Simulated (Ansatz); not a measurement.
# CH8N2OSi: two geometries relaxed

Program: Ansatz 0.2.0. Level of theory: RKS PBE0-D4/def2-SVP. These are calculated values, not measurements.

### Step 1. The starting structure

Bond lengths: N1–Si2 1.663 Å, Si2–N3 1.691 Å, N3–C4 1.470 Å, C4–O5 1.387 Å, N1–H6 1.092 Å, N1–H7 1.021 Å, Si2–H8 1.447 Å, Si2–H9 1.478 Å, N3–H10 1.065 Å, C4–H11 1.135 Å, C4–H12 1.041 Å, O5–H13 1.024 Å. Angles (14 of 19 angles, heavy atoms first): N1–Si2–N3 99.5°, Si2–N3–C4 122.8°, N3–C4–O5 106.2°, N1–Si2–H8 112.7°, N1–Si2–H9 106.9°, N3–Si2–H8 108.2°, N3–Si2–H9 109.3°, Si2–N1–H6 104.7°, Si2–N1–H7 110.1°, Si2–N3–H10 105.5°, C4–N3–H10 103.0°, N3–C4–H11 104.9°, N3–C4–H12 115.1°, O5–C4–H11 105.5°.

Structure file:

```xyz
13

N    -0.9902   -1.3698    1.6399
Si   -0.0924   -1.3457    0.2404
N     0.0648    0.3260    0.0376
C     0.6054    0.9330   -1.1874
O     0.5664    2.3057   -0.9902
H    -1.8500   -0.7301    1.4286
H    -0.5114   -0.8439    2.3729
H    -0.8150   -1.8725   -0.8966
H     1.2275   -1.9252    0.5672
H     0.7555    0.6394    0.7852
H    -0.1707    0.7185   -1.9874
H     1.5543    0.6046   -1.4611
H    -0.3238    2.5253   -0.5344
```

### Step 2. Relaxing end A

input.yaml

```yaml
crystal:
  periodic: [false, false, false]
  atoms:
    - { symbol: "N", position_ang: [-0.9902, -1.3698, 1.6399] }
    - { symbol: Si, position_ang: [-0.0924, -1.3457, 0.2404] }
    - { symbol: "N", position_ang: [0.0648, 0.326, 0.0376] }
    - { symbol: C, position_ang: [0.6054, 0.933, -1.1874] }
    - { symbol: O, position_ang: [0.5664, 2.3057, -0.9902] }
    - { symbol: H, position_ang: [-1.85, -0.7301, 1.4286] }
    - { symbol: H, position_ang: [-0.5114, -0.8439, 2.3729] }
    - { symbol: H, position_ang: [-0.815, -1.8725, -0.8966] }
    - { symbol: H, position_ang: [1.2275, -1.9252, 0.5672] }
    - { symbol: H, position_ang: [0.7555, 0.6394, 0.7852] }
    - { symbol: H, position_ang: [-0.1707, 0.7185, -1.9874] }
    - { symbol: H, position_ang: [1.5543, 0.6046, -1.4611] }
    - { symbol: H, position_ang: [-0.3238, 2.5253, -0.5344] }
basis:
  gaussian: { orbitals: def2-SVP }
hamiltonian:
  xc: pbe0
  dispersion: d4
relax:
  f_tol: 0.015
  max_steps: 40
output:
  orbitals: {}
```

Started as:

```sh
$ ansatz run input.yaml --threads 2 --pin off --max-ram 3072MiB --backend cpu --events-out ev --progress --plain --runs-dir out
```

Q: Estimate wall time and peak memory on 2 threads of Arm Neoverse N1, shared host.

About 97 s, with a peak of 0.26 GiB.
